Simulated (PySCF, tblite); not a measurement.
# C₄HF₄O radical: geometry, infrared bands and EPR parameters

Aim: predict the infrared bands and EPR parameters of C₄HF₄O radical (`FC1=C(F)C(F)(F)O[CH]1`).

Computed with tblite 0.8.0 and PySCF 2.14.0, with density-fitted response routines of our own, on a single molecule in the gas phase. Atoms are numbered from 0 throughout.

## 1. The starting structure

10 atoms, charge 0, multiplicity 2; geometry from: force field or distance geometry start.

Bonds of the start (Å): F0–C1 1.35, C1–C2 1.31, C2–F3 1.35, C2–C4 1.49, C4–F5 1.37, C4–F6 1.35, C4–O7 1.45, O7–C8 1.38, C8–C1 1.41, C8–H9 1.07.

## 2. Relaxing the molecule with GFN2-xTB

What the job is given:

```
{"job": {"kind": "relax", "xc": "GFN2-xTB", "basis": "xTB"}, "charge": 0, "multiplicity": 2}
F      2.389700    -0.623700    -0.190000
C      1.067500    -0.368600    -0.079400
C      0.482300     0.793500    -0.198400
F      1.089200     1.963200    -0.491900
C     -0.977500     0.598700     0.021200
F     -1.730800     0.919200    -1.072000
F     -1.458200     1.301100     1.067100
O     -1.160500    -0.809500     0.291800
C      0.106200    -1.359000     0.226300
H      0.201000    -2.410200     0.402700
```

Run with:

```console
> OMP_NUM_THREADS=1 python probes_run.py task.json out
```

The driver reads the jobs from task.json and runs them one after another.

**Question.** This job is followed by: GFN2-xTB harmonic vibrations, gas phase; UKS B3LYP, pcH-1 on C F H O, non-relativistic, mean-field spin-orbit, GIAO. Predict these results of the whole session: strongest single infrared mode (GFN2-xTB); zero-point energy (GFN2-xTB); g(iso) (B3LYP); ⟨S²⟩; largest a(iso) (averaged by class); potential on the surface of density 0.002 e/bohr³, 1st and 99th percentile.

The runs gave:

```
                                                                  quantity                     value
                                 strongest single infrared mode (GFN2-xTB)      983 cm⁻¹, 307 km/mol
                                              zero-point energy (GFN2-xTB)             28.5 kcal/mol
                                                            g(iso) (B3LYP)                   2.00293
                                                                      ⟨S²⟩        0.773 (exact 0.75)
                                        largest a(iso) (averaged by class)  19F on F5, F6, 154.8 MHz
potential on the surface of density 0.002 e/bohr³, 1st and 99th percentile        -0.62 V and 1.81 V
```

In words: Over 16 steps the energy fell by 0.281 eV; of the close pairs, C1–C2 changed most, 1.307 to 1.384 Å. All 24 modes are real, so the xTB geometry is a minimum. The strongest single mode, at 983 cm⁻¹, moves mainly C4. GFN2-xTB is a fitted tight-binding method: band positions and strengths are rough. Its intensities can rank the bands wrongly. The largest spin populations lie on C8 (0.61 e), C2 (0.50 e). The isotropic g lies 0.6 ppt above the free-electron value. The conformer search found further structures of the same energy, which may be mirror or relabelled copies of this one.
